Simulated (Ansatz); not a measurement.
TaVN2:

```
Ta V N
1.0
     3.04987    0.00000    0.00000
     0.00000    3.04987    0.00000
     0.00000    0.00000    4.29606
Ta V N
1 1 2
Direct
  0.00000 0.00000 0.00000
  0.50000 0.50000 0.50000
  0.50000 0.50000 0.00000
  0.00000 0.00000 0.50000
```

The cell comes from a database or a generator and needn't be the stable form of this composition.

Alike in all runs: program Ansatz 0.2.0; functional PBE; potentials or basis Ansatz PAW; cutoff 420 eV (not typed: the program's choice for these potentials); k mesh 9 × 9 × 6; occupations fermi-dirac, width 0.05 eV.

The same cell was started in several ways:

```csv
start,free energy over the lowest (meV/atom),net moment (μB),site or absolute moments (μB),gap
"collinear spin, random start of up to 1.46 μB",0.0,1.14,"Ta -0.03; V +0.94; N +0.02, +0.03",none (metal or under the smearing width)
no spin polarisation,9.1,-,-,none (metal or under the smearing width)
"collinear spin, ferromagnetic start of up to 2 μB",0.0,1.14,"Ta -0.03; V +0.94; N +0.02, +0.03",none (metal or under the smearing width)
```

Allowing spin polarisation gains 9 meV/atom. A still lower state may exist.
